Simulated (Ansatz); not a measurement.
# ZrNbGe2: the cost of one run

Method: DFT PBE, scalar-relativistic, plane waves, PAW, in Ansatz 0.2.0.

### Step 1. Starting point

Symmetry: R-3m, No. 166, trigonal system. The conventional cell has a = 3.699 Å, b = 3.699 Å, c = 20.146 Å, α = 90.00°, β = 90.00°, γ = 120.00°. Zr (site symmetry -3m) has 6 Ge at 2.55 Å in its first shell of neighbours. Nb (site symmetry -3m) has 6 Ge at 2.90 Å in its first shell of neighbours. Ge (site symmetry 3m) is surrounded by 3 Zr at 2.55 Å and 3 Nb at 2.90 Å.

As a file:

```xyz
4
Lattice="1.8495 1.0678 6.7154 -1.8495 1.0678 6.7154 0.0000 -2.1356 6.7154" Properties=species:S:1:pos:R:3 pbc="T T T"
Zr    0.0000    0.0000    0.0000
Nb    0.0000    0.0000   10.0731
Ge    0.0000    0.0000    5.3178
Ge    0.0000    0.0000   14.8283
```

A structure generator made this guess: species swapped into a database cell of RbCeTe2 (R-3m, No. 166), with Nb on the Rb sites, Zr on the Ce sites and Ge on the Te sites. The dimensions are guesses.

### Step 2. The guess as it stands, on a coarse mesh

Input file input.yaml:

```yaml
crystal:
  lattice:
    - [1.84945606, 1.06778395, 6.71536725]
    - [-1.84945606, 1.06778395, 6.71536725]
    - [0.0, -2.13556791, 6.71536725]
  atoms:
    - { symbol: Zr, position: [0.0, 0.0, 0.0] }
    - { symbol: Nb, position: [0.5, 0.5, 0.5] }
    - { symbol: Ge, position: [0.26396, 0.26396, 0.26396] }
    - { symbol: Ge, position: [0.73604, 0.73604, 0.73604] }
basis:
  ecutwfc: 420
kpoints:
  mp_grid: { grid: [6, 6, 6] }
hamiltonian:
  xc: pbe
scf:
  occupations: { method: gaussian, width: 0.1 }
  lower_state_search: "off"
output:
  forces: true
  stress: true
  eigenvalues: true
```

The run is started by

```sh
$ ansatz run input.yaml --threads 1 --pin off --max-ram 2560MiB --backend cpu --events-out ev --progress --plain --runs-dir out
```

What time and memory should one allow on 1 thread of Intel Xeon at 2.50GHz (Skylake/Cascade Lake), shared host?

About 9.5 s, with a peak of 0.42 GiB.
